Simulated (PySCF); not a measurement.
# BrH3OSi: the cost of one run

Programs: PySCF 2.14.0. All values are calculated, for the isolated system unless a continuum is named. Atoms count from 0, parts from 1.

## (1) Starting point

Each species was relaxed by itself at PBE0-D3(BJ)/def2-SVPD.

## (2) Reaction energy: wB97M-D3(BJ)/def2-TZVPD

Job settings and geometry (Å):

```
{"job": {"kind": "react", "xc": "wB97M-D3(BJ)", "basis": "def2-TZVPD"}, "charge": 0, "multiplicity": 1}
-1 FH3OSi charge 0 multiplicity 1
O      1.178720    -0.087480    -0.499250
Si    -0.404410    -0.091370    -0.013520
F     -0.942540     1.436620     0.214980
H      1.864980     0.148770     0.128970
H     -0.575180    -0.773440     1.295140
H     -1.177370    -0.680250    -1.128150

-1 BrH charge 0 multiplicity 1
Br     0.715020    -0.002060    -0.002600
H     -0.708710     0.005380     0.002130

+1 BrH3OSi charge 0 multiplicity 1
O     -0.345900     1.227070    -0.490600
Si     0.024370    -0.147720     0.364310
Br     1.546230    -1.367740    -0.725420
H     -0.613720     1.146340    -1.409400
H      0.609430     0.312060     1.644460
H     -1.157570    -1.030780     0.545440

+1 FH charge 0 multiplicity 1
F      0.459780     0.012680     0.011350
H     -0.459780    -0.012680    -0.011350
```

With the program's defaults for keys left out, this is: wB97M-D3(BJ)/def2-TZVPD reaction energy of separated species, gas phase.

The run is started by

```console
> OMP_NUM_THREADS=1 python cluster_run.py task.json out
```

The driver reads the jobs from task.json and runs them one after another.

**Question.** How long does this first job take on 1 thread of Arm Neoverse N1, shared host, and how much memory does it need?

About 28 s, with a peak of 0.6 GiB.
